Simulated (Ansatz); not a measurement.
**InH₃S₃: basis-set convergence**

One table from this session's results is given with a row withheld; the runs are named, their logs left out.

Method: one geometry, several basis sets; program: Ansatz 0.2.0, Gaussian basis.

The runs, in order: PBE0-D4/def2-SVP; ωB97M-V/def2-SVP; PBE0-D4/def2-QZVPP; ωB97M-V/def2-QZVPP; the functionals' def2-TZVPP values are taken from earlier runs.

### Structure used throughout

An earlier PBE0-D4 in a triple-zeta def2 set relaxation fixed the geometry. In takes the def2 core potential; no spin-orbit term is included.

SMILES `[SH][In]([SH])[SH]`, 7 atoms, charge 0, spin multiplicity 1.

Atoms are counted from 1 here; the program's logs count them from 0.

Bond lengths: S1–In2 2.375 Å, S1–H5 1.344 Å, In2–S3 2.375 Å, In2–S4 2.375 Å, S3–H6 1.344 Å, S4–H7 1.344 Å. Angles: In2–S1–H5 93.3°, S1–In2–S3 120.0°, S1–In2–S4 120.0°, S3–In2–S4 120.0°, In2–S3–H6 93.3°, In2–S4–H7 93.3°.

As a file:

```
atom     x (Å)     y (Å)     z (Å)
  S1  -2.09880   0.45695  -0.99752
 In2   0.00894  -0.00542  -0.00483
  S3   0.11513  -0.90147   2.19241
  S4   2.00979   0.42824  -1.20912
  H5  -2.78542   0.02783   0.07515
  H6   1.45820  -0.94997   2.19140
  H7   1.35346   0.87572  -2.29320
```

Set-up of the first run:

Input file in.yaml:

```yaml
crystal:
  periodic: [false, false, false]
  atoms:
    - {symbol: S, position_ang: [-2.098803, 0.456954, -0.997523]}
    - {symbol: In, position_ang: [0.008937, -0.005416, -0.004829]}
    - {symbol: S, position_ang: [0.115132, -0.901466, 2.192413]}
    - {symbol: S, position_ang: [2.009793, 0.428240, -1.209117]}
    - {symbol: H, position_ang: [-2.785424, 0.027834, 0.075155]}
    - {symbol: H, position_ang: [1.458201, -0.949971, 2.191401]}
    - {symbol: H, position_ang: [1.353463, 0.875725, -2.293201]}
basis:
  gaussian: {orbitals: def2-SVP}
hamiltonian: {xc: pbe0, dispersion: d4}
output: {orbitals: {seedname: orbitals}}
```

Command:

```sh
$ ansatz run in.yaml --threads 4 --pin off --events-out ev --progress --plain --max-ram 10444MiB
```

Steps of the session up to this table: PBE0-D4 in def2-SVP; ωB97M-V in def2-SVP; PBE0-D4 in def2-QZVPP; ωB97M-V in def2-QZVPP.

One table of the session follows, with a row left open; its other results are not shown here.

| functional | basis | HOMO (eV) | LUMO (eV) |
| --- | --- | --- | --- |
| PBE0-D4 | def2-SVP | -7.46 | -1.51 |
| PBE0-D4 | def2-TZVPP | -7.62 | -1.72 |
| PBE0-D4 | def2-QZVPP | -7.65 | -1.80 |
| ωB97M-V | def2-SVP | ? | ? |
| ωB97M-V | def2-TZVPP | -9.80 | 0.14 |
| ωB97M-V | def2-QZVPP | -9.83 | -0.07 |

Q: Estimate the row for ωB97M-V, def2-SVP from the others.

The run gave: HOMO (eV): -9.59; LUMO (eV): 0.47. In the column «HOMO (eV)» it lies between ωB97M-V, def2-TZVPP (-9.80) and PBE0-D4, def2-QZVPP (-7.65).
